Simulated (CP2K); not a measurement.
# Ga3Se under changes of volume

One of the cells (21.771 Å³/atom); the others are scaled copies at fixed shape and fractional positions:

```
Se Ga
1.0
     4.43246    0.00000    0.00000
     0.00000    4.43246    0.00000
     0.00000    0.00000    4.43246
Se Ga
1 3
Direct
  0.00000 0.00000 0.00000
  0.50000 0.50000 0.00000
  0.50000 0.00000 0.50000
  0.00000 0.50000 0.50000
```

The cell comes from a database or a generator and needn't be the stable form of this composition.

```yaml
Program: CP2K 2026.2
Functional: PBE
Potentials_or_basis: POTENTIAL_UZH Se GTH-PBE-q6, Ga GTH-PBE-q13; TZVP-MOLOPT-PBE-GTH basis
Density_cutoff: 6123 eV
k_mesh: 6 × 6 × 6
Occupations: fermi-dirac, width 0.05 eV
Spin: no spin polarisation
```

```csv
volume (Å³/atom),energy over the lowest point (meV/atom),pressure (GPa)
20.465,9.68,2.6
20.900,3.95,1.6
21.335,0.83,0.7
21.771,0.00,0.0
22.206,1.14,-0.7
22.642,3.95,-1.3
23.077,?,?
```

What does the run at 23.077 Å³/atom give?

Energy over the lowest point 8.20 meV/atom; pressure -1.8 GPa.

Worked out: A Birch-Murnaghan fit of order 3 (a polynomial in V^(-2/3)) to the other rows has its minimum at 21.73 Å³/atom with B0 = V·E''(V) = 36 GPa and B' = 6.5. It gives 8.21 meV/atom at 23.077 Å³/atom, against the run's 8.20, and -dE/dV = -1.8 GPa, against -1.8.

Energies are extrapolated to zero smearing.

Caveats: the basis of atomic orbitals isn't converged, which shifts pressures, moduli and gaps.
